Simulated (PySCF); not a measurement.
# C3H5GaO2: the cost of one run

Computed with PySCF 2.14.0, with density-fitted response routines of our own, on a single molecule in the gas phase. Atoms count from 0, in the outputs and in this text.

### 1 Starting geometry

11 atoms, charge 0, multiplicity 1; geometry from: GFN2-xTB. The atoms were then displaced at random by about 0.01 Å, so the start is not that level's minimum.

Bonds of the start (Å): C0–C1 1.37, C1–O2 1.28, O2–Ga3 1.90, Ga3–O4 1.92, O4–C5 1.27, C5–C0 1.43, C0–H6 1.07, C1–H7 1.11, Ga3–H8 1.53, Ga3–H9 1.56, C5–H10 1.09.

### 2 Relaxing the molecule at PBE0-D3(BJ)/def2-SVP

Job settings and geometry (Å):

```
{"job": {"xc": "PBE0", "basis": "def2-SVP", "d3": "d3bj", "grid": 1, "shake": 0.01, "kind": "geom"}, "charge": 0, "multiplicity": 1}
C      1.384380     0.396760     0.006470
C      1.057840    -0.916870     0.236600
O     -0.113310    -1.427820     0.256480
Ga    -1.777590    -0.559470    -0.013160
O     -0.883390     1.115840    -0.279850
C      0.359180     1.359050    -0.238950
H      2.401870     0.739480     0.005170
H      1.914800    -1.596220     0.417700
H     -2.391800    -1.015650    -1.335570
H     -2.566290    -0.514690     1.336770
H      0.652420     2.393740    -0.407330
```

Launch:

```console
$ OMP_NUM_THREADS=1 python probes_run.py task.json out
```

The driver reads the jobs from task.json and runs them one after another.

**Question.** How long does this first job take on 1 thread of Arm Neoverse V1, shared host, and how much memory does it need?

About 88 s, with a peak of 0.53 GiB.
